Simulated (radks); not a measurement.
# The first electron to leave Ca

The task here is to estimate one member of a computed series from the others.

Program: radks (a radial shooting solver on a logarithmic mesh, Libxc functionals) version 1. Level of theory: scalar-relativistic Kohn-Sham, PBEsol, spin-polarised, spherical densities, finite nucleus; open shells are filled with parallel spins first. These are calculated values, not measurements, unless marked.

2 further runs of the same task are left out: 2 set aside as unsound or not needed.

## The system

```
element            : calcium (Z = 20)
charge             : 0
electrons          : 20
configuration      : [Ar] 4s2
nuclear rms radius : 3.4776 fm
```

The outer shells:

Ca
```
[Ar] core
4s [↑↓]
```

Set-up of the first run:

Settings of this run:

```text
Z 20
configuration [Ar] 4s2
relativity scalar-relativistic
functional pbe_sol,pbe_sol
spin polarised
nucleus finite rms 3.4776 fm
c 137.035999084
```

Steps of the session up to this table: The parent, Ca.

One table of the session follows, with a row left open; its other results are not shown here.

It belongs to the step «The parent, Ca». Sizes of the orbitals, from the radial functions (bohr):

| level | <r> | outermost maximum (interpolated) | 90 % within | nodes |
| --- | --- | --- | --- | --- |
| 1s | 0.07691 | 0.0503 | 0.137 | 0 |
| 2s | 0.3647 | 0.300 | 0.568 | 1 |
| 2p | 0.3280 | 0.247 | 0.541 | 0 |
| 3s | 1.157 | 0.994 | 1.74 | 2 |
| 3p | 1.272 | 1.05 | 1.97 | 1 |
| 4s | ? | ? | ? | ? |

Q: Estimate the row for 4s from the others.

As computed: <r>: 4.011; outermost maximum (interpolated): 3.39; 90 % within: 6.00; nodes: 3. In the column «<r>» it is the highest.
